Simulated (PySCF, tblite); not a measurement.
# CH8ClSi3 radical: geometry, infrared bands and EPR parameters

Aim: predict the infrared bands and EPR parameters of CH8ClSi3 radical (`[CH2][SiH2][SiH2][SiH2]Cl`).

Programs: tblite 0.8.0 and PySCF 2.14.0, with density-fitted response routines of our own. Each step states its level of theory. These are calculated values for one molecule in the gas phase, unless marked as measured. Atoms are numbered from 0 throughout.

## (1) Starting geometry

13 atoms, charge 0, multiplicity 2; geometry from: force field or distance geometry start.

Bonds of the start (Å): C0–Si1 1.87, Si1–Si2 2.23, Si2–Si3 2.25, Si3–Cl4 2.09, C0–H5 1.09, C0–H6 1.12, Si1–H7 1.46, Si1–H8 1.45, Si2–H9 1.48, Si2–H10 1.46, Si3–H11 1.47, Si3–H12 1.49.

## (2) Relaxing the molecule with GFN2-xTB

What the job is given:

```
{"job": {"kind": "relax", "xc": "GFN2-xTB", "basis": "xTB"}, "charge": 0, "multiplicity": 2}
C      2.502600    -0.649400     0.427300
Si     1.124100    -0.426600    -0.816800
Si    -0.353100     1.012400     0.038700
Si    -2.201100    -0.187100     0.480000
Cl    -3.320100    -0.209400    -1.282700
H      3.257300     0.105100     0.202100
H      2.078400    -0.479200     1.449300
H      0.513300    -1.738100    -1.002400
H      1.604300     0.050800    -2.100600
H     -0.644000     2.048300    -0.982400
H      0.144600     1.706200     1.217600
H     -2.950000     0.350000     1.619300
H     -1.760800    -1.582600     0.733000
```

Started as:

```sh
> OMP_NUM_THREADS=1 python probes_run.py task.json out
```

The driver reads the jobs from task.json and runs them one after another.

**Question.** This job is followed by: GFN2-xTB harmonic vibrations, gas phase; UKS B3LYP, pcH-1 on C Cl H Si, non-relativistic, mean-field spin-orbit, GIAO. What will the session give for the following? strongest single infrared mode (GFN2-xTB); zero-point energy (GFN2-xTB); g(iso) (B3LYP); ⟨S²⟩; largest a(iso) (averaged by class); potential on the surface of density 0.002 e/bohr³, 1st and 99th percentile.

**Answer**, as computed:

| quantity | value |
| --- | --- |
| strongest single infrared mode (GFN2-xTB) | 586 cm⁻¹, 639 km/mol |
| zero-point energy (GFN2-xTB) | 45.5 kcal/mol |
| g(iso) (B3LYP) | 2.00254 |
| ⟨S²⟩ | 0.754 (exact 0.75) |
| largest a(iso) (averaged by class) | 29Si on Si2, -91.3 MHz |
| potential on the surface of density 0.002 e/bohr³, 1st and 99th percentile | -0.58 V and 1.39 V |

In words: The optimisation took 129 steps and gained 0.658 eV; among the close pairs (by a distance rule), Si1–Si2 changed most, from 2.233 to 2.368 Å. The lowest mode is slightly imaginary (14i cm⁻¹), a soft motion within the noise of the Hessian, so the minimum is not strictly shown. The strongest single mode, at 586 cm⁻¹, is carried by H9, H10, H8. Unscaled tight-binding wavenumbers are off by several per cent, some by more. Its intensities can rank the bands wrongly. C0 carries the largest spin population, 1.02 e. The isotropic g lies 0.2 ppt above the free-electron value. These values are for one conformer; the search (at its own cheap level) found 2 more, at 0.46, 0.62 kcal/mol, and measured spectra average over such forms.
